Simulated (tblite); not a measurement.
# CH9ClO2Si3: the cost of one run

Programs: tblite 0.8.0 and PySCF 2.14.0, with density-fitted response routines of our own. Each step states its level of theory. These are calculated values for one molecule in the gas phase, unless marked as measured. Atoms are numbered from 0 throughout.

**1. Starting geometry**

16 atoms, charge 0, multiplicity 1; geometry from: force field or distance geometry start.

Bonds of the start (Å): Si0–O1 1.73, O1–Si2 1.72, Si2–O3 1.72, O3–Si4 1.74, Si4–C5 1.88, C5–Cl6 1.79, Si0–H7 1.47, Si0–H8 1.48, Si0–H9 1.46, Si2–H10 1.47, Si2–H11 1.46, Si4–H12 1.48, Si4–H13 1.48, C5–H14 1.12, C5–H15 1.09.

**2. Relaxing the molecule with GFN2-xTB**

Job settings and geometry (Å):

```
{"job": {"kind": "relax", "xc": "GFN2-xTB", "basis": "xTB"}, "charge": 0, "multiplicity": 1}
Si     3.131000     0.690500     0.435800
O      1.629500     0.009600     0.964300
Si     1.016200    -0.845200    -0.391300
O     -0.403100    -0.026000    -0.920800
Si    -1.751000    -0.594400     0.017000
C     -3.077000     0.723300    -0.196200
Cl    -3.665200     1.254800     1.405100
H      4.005200    -0.457200     0.140700
H      2.830000     1.474700    -0.782100
H      3.744200     1.531300     1.460300
H      1.967200    -0.778100    -1.515600
H      0.735700    -2.237100    -0.056100
H     -1.415400    -0.758900     1.444100
H     -2.171500    -1.886000    -0.571300
H     -2.637300     1.601500    -0.738800
H     -3.946000     0.306100    -0.706700
```

The run is started by

```sh
> OMP_NUM_THREADS=1 python probes_run.py task.json out
```

This one command runs all jobs of the session in turn.

**Question.** How long does this first job take on 1 thread of Arm Neoverse N1, shared host, and how much memory does it need?

About 4 s, with a peak of 0.18 GiB.
